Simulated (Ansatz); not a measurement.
**BeH+ (singlet): the correlation ladder at distance Be1–H2 = 1.786 Å, cc-pVQZ**

One table from this session's results is given with a row withheld; the runs are named, their logs left out.

The runs use Ansatz 0.2.0, Gaussian basis; cc-pVQZ, core rule «outside noble gas», up to 1 orbitals frozen.

The runs, in order: UHF; CCSD(T) on RHF; CCSD(T) on UHF; BCCD(T) on RHF; Full CI.

41 further runs of the same task are left out: 21 for a known fault of the program, 15 that didn't finish, 5 set aside as unsound or not needed. Runs told in other sessions of the task aren't counted.

### What is computed

The geometry derives from a PBE0/def2-TZVP stationary point (not a proven minimum). One bond is set to the value named and the two fragments are kept rigid.

2 atoms, charge 1, spin multiplicity 1.

Atoms are counted from 1 here; the program's logs count them from 0.

No contacts short enough for the rule that draws bonds.

The first run:

in.yaml reads:

```yaml
crystal:
  periodic: [false, false, false]
  atoms:
    - {symbol: Be, position_ang: [0.000000, 0.000000, 0.000000]}
    - {symbol: H, position_ang: [0.000000, 0.000000, 1.786000]}
basis:
  gaussian: {orbitals: cc-pVQZ}
total_charge: 1
magnetization: {spin_polarized: true, initial_magnetization: 0}
hamiltonian: {xc: hf}
output: {orbitals: {seedname: orbitals}}
```

Started as:

```bash
$ ansatz run in.yaml --threads 1 --pin off --events-out ev --progress --plain --max-ram 2393MiB
```

Among the steps run: UHF; CCSD(T) on RHF; CCSD(T) on UHF; BCCD(T) on RHF; Full CI.

One of the session's tables, all rows but one given; the rest of the session is left out.

It belongs to the step «Misses and costs». 

| method | from FCI (kJ/mol) |
| --- | --- |
| RHF | +122.1 |
| UHF | +112.2 |
| RMP2 | ? |
| RCCSD | 0.0 |
| RCCSD(T) | 0.0 |
| BCCD(T) | 0.0 |
| FCI | 0 |

Estimate the missing values for RMP2.

The run gave: from FCI (kJ/mol): +33.2. In the column «from FCI (kJ/mol)» it lies between FCI (0) and UHF (+112.2).

Not comparable, so not listed: CCSD(T) on UHF (they don't share determinant, frozen orbitals or solution with the rows shown, or repeat one).
